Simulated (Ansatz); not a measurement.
# C3H12N2O2Si: the cost of one run

Program: Ansatz 0.2.0. Level of theory: RHF/6-31G*. These are calculated values, not measurements.

### Step 1. The starting structure

Bond lengths (14 of 19 bonds, heavy atoms first): Si1–N2 1.820 Å, Si1–N5 1.820 Å, N5–C6 1.470 Å, N5–C10 1.470 Å, Si1–O14 1.679 Å, Si1–O16 1.679 Å, O16–C17 1.420 Å, N2–H3 1.060 Å, N2–H4 1.060 Å, C6–H7 1.110 Å, C6–H8 1.110 Å, C6–H9 1.110 Å, C10–H11 1.110 Å, C10–H12 1.110 Å. Angles (14 of 32 angles, heavy atoms first): N2–Si1–N5 109.5°, N2–Si1–O14 109.5°, N2–Si1–O16 109.5°, N5–Si1–O14 109.5°, N5–Si1–O16 109.5°, O14–Si1–O16 109.5°, Si1–N5–C6 120.0°, Si1–N5–C10 120.0°, C6–N5–C10 120.0°, Si1–O16–C17 125.0°, Si1–N2–H3 120.0°, Si1–N2–H4 120.0°, N5–C6–H7 109.5°, N5–C6–H8 109.5°.

Coordinates:

```xyz
20

Si    0.0000    0.0000    0.0000
N     0.0000    0.0000    1.8200
H    -0.8770   -0.2713    2.3500
H     0.8770    0.2713    2.3500
N     1.7163    0.0000   -0.6061
C     2.4072   -1.2730   -0.8567
H     1.7433   -1.9470   -1.4373
H     3.3364   -1.0830   -1.4334
H     2.6645   -1.7518    0.1112
C     2.4114    1.2730   -0.8449
H     3.0382    1.1875   -1.7570
H     1.6647    2.0824   -0.9844
H     3.0569    1.5118    0.0259
O    -0.7913    1.3709   -0.5594
H    -1.7491    1.1401   -0.7818
O    -0.7913   -1.3709   -0.5594
C    -1.5365   -2.2685    0.2501
H    -1.2251   -2.1576    1.3097
H    -2.6187   -2.0400    0.1571
H    -1.3490   -3.3106   -0.0830
```

### Step 2. Relaxing the start

Contents of input.yaml:

```yaml
crystal:
  periodic: [false, false, false]
  atoms:
    - { symbol: Si, position_ang: [0.0, 0.0, 0.0] }
    - { symbol: "N", position_ang: [0.0, 0.0, 1.82] }
    - { symbol: H, position_ang: [-0.877, -0.2713, 2.35] }
    - { symbol: H, position_ang: [0.877, 0.2713, 2.35] }
    - { symbol: "N", position_ang: [1.7163, 0.0, -0.6061] }
    - { symbol: C, position_ang: [2.4072, -1.273, -0.8567] }
    - { symbol: H, position_ang: [1.7433, -1.947, -1.4373] }
    - { symbol: H, position_ang: [3.3364, -1.083, -1.4334] }
    - { symbol: H, position_ang: [2.6645, -1.7518, 0.1112] }
    - { symbol: C, position_ang: [2.4114, 1.273, -0.8449] }
    - { symbol: H, position_ang: [3.0382, 1.1875, -1.757] }
    - { symbol: H, position_ang: [1.6647, 2.0824, -0.9844] }
    - { symbol: H, position_ang: [3.0569, 1.5118, 0.0259] }
    - { symbol: O, position_ang: [-0.7913, 1.3709, -0.5594] }
    - { symbol: H, position_ang: [-1.7491, 1.1401, -0.7818] }
    - { symbol: O, position_ang: [-0.7913, -1.3709, -0.5594] }
    - { symbol: C, position_ang: [-1.5365, -2.2685, 0.2501] }
    - { symbol: H, position_ang: [-1.2251, -2.1576, 1.3097] }
    - { symbol: H, position_ang: [-2.6187, -2.04, 0.1571] }
    - { symbol: H, position_ang: [-1.349, -3.3106, -0.083] }
basis:
  gaussian: { orbitals: "6-31G*" }
hamiltonian:
  xc: hf
relax:
  f_tol: 0.02
  max_steps: 40
output:
  orbitals: {}
```

Started as:

```bash
> ansatz run input.yaml --threads 4 --pin off --max-ram 5120MiB --backend cpu --events-out ev --progress --plain --runs-dir out
```

What time and memory should one allow on 4 threads of Arm Neoverse V1, shared host?

About 75 s, with a peak of 0.46 GiB.
